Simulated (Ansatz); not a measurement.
**C₂H₂OSe: functionals against CCSD(T) at one geometry**

An exercise on one series of results from a longer session: the logs are not shown, and one member is left open.

The runs use Ansatz 0.2.0, Gaussian basis; single points in def2-TZVPP.

Correlated methods freeze the cores. Filled d shells of the heavier atoms are correlated. B3LYP uses VWN-RPA correlation.

## Starting geometry

SMILES `O=CC=[Se]`, 6 atoms, charge 0, spin multiplicity 1.

Atoms are counted from 1 here; the program's logs count them from 0.

Bond lengths: O1–C2 1.256 Å, C2–C3 1.373 Å, C2–H5 1.279 Å, C3–Se4 1.802 Å, C3–H6 1.064 Å. Angles: O1–C2–C3 117.0°, O1–C2–H5 113.8°, C3–C2–H5 129.2°, C2–C3–Se4 114.3°, C2–C3–H6 123.3°, Se4–C3–H6 122.4°.

As a file:

```xyz
6
charge 0, multiplicity 1
O    -0.5466   -1.4077   -0.9051
C    -0.2118   -0.6514    0.0404
C     0.2153    0.6100   -0.2916
Se    0.6143    1.6533    1.1223
H    -0.3466   -1.1806    1.1968
H     0.3342    0.9400   -1.2956
```

Set-up of the first run:

File run/in.yaml:

```yaml
crystal:
  periodic: [false, false, false]
  atoms:
    - {symbol: O, position_ang: [-0.546600, -1.407700, -0.905100]}
    - {symbol: C, position_ang: [-0.211800, -0.651400, 0.040400]}
    - {symbol: C, position_ang: [0.215300, 0.610000, -0.291600]}
    - {symbol: Se, position_ang: [0.614300, 1.653300, 1.122300]}
    - {symbol: H, position_ang: [-0.346600, -1.180600, 1.196800]}
    - {symbol: H, position_ang: [0.334200, 0.940000, -1.295600]}
basis:
  gaussian: {orbitals: def2-TZVPP}
correlation: {method: ccsd_t}
output: {forces: true}
```

No record of the launch command was kept for these runs.

Steps of the session up to this table: CCSD(T)/def2-TZVPP; PBE0-D4/def2-TZVPP; wB97M-V/def2-TZVPP; r2SCAN-D4/def2-TZVPP; PBE-D4/def2-TZVPP; B3LYP-D4/def2-TZVPP; BLYP-D4/def2-TZVPP.

One table of the session follows, with a row left open; its other results are not shown here.

| method | RMS force component (eV/Å) | angle to CCSD(T) forces (°) | dipole (D) |
| --- | --- | --- | --- |
| CCSD(T) | 2.262 | reference | 1.50 |
| PBE0-D4 | 2.349 | 8.3 | 1.65 |
| wB97M-V | 2.539 | 8.6 | 1.75 |
| r2SCAN-D4 | 2.149 | 5.7 | 1.46 |
| PBE-D4 | 1.985 | 5.1 | 1.52 |
| B3LYP-D4 | 2.226 | 5.8 | 1.68 |
| BLYP-D4 | ? | ? | ? |

**Question.** Estimate the row for BLYP-D4.

The run gave: RMS force component (eV/Å): 1.938; angle to CCSD(T) forces (°): 6.1; dipole (D): 1.56. In the column «RMS force component (eV/Å)» it is the lowest.
